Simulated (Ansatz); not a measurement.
Crystal: TlPt.

```xyz
6
Lattice="5.6050 0.0000 0.0000 -2.8025 4.8541 0.0000 0.0000 0.0000 4.6390" Properties=species:S:1:pos:R:3 pbc="T T T"
Tl   -1.4013    2.4270    0.0000
Tl    1.4013    2.4270    0.0000
Tl    2.8025    0.0000    0.0000
Pt    2.8025    1.6180    2.3195
Pt    0.0000    3.2360    2.3195
Pt    0.0000    0.0000    0.0000
```

Base run:

| Property | Result |
| --- | --- |
| Program | Ansatz 0.2.0 |
| Functional | PBEsol |
| Potentials or basis | Ansatz PAW |
| Cutoff | 420 eV |
| Density cutoff | 1680 eV |
| k mesh | 6 × 6 × 6 |
| Occupations | fermi-dirac, width 0.05 eV |
| Spin | no spin polarisation |

Its results: band gap on the k mesh none (metal or under the smearing width); pressure 6.9 GPa.

The run is repeated on the same cell with these changes: functional from PBEsol to PBE. What comes out?

Band gap on the k mesh none (metal or under the smearing width); pressure 13.3 GPa.

PBE binds less tightly than PBEsol, so the same cell stands under more pressure.

Caveats: the PAW data sets come from PBE, with cores solved anew for the run's functional, which leaves a small shift of forces and pressure (some runs).

Not every run made on this cell is shown here.
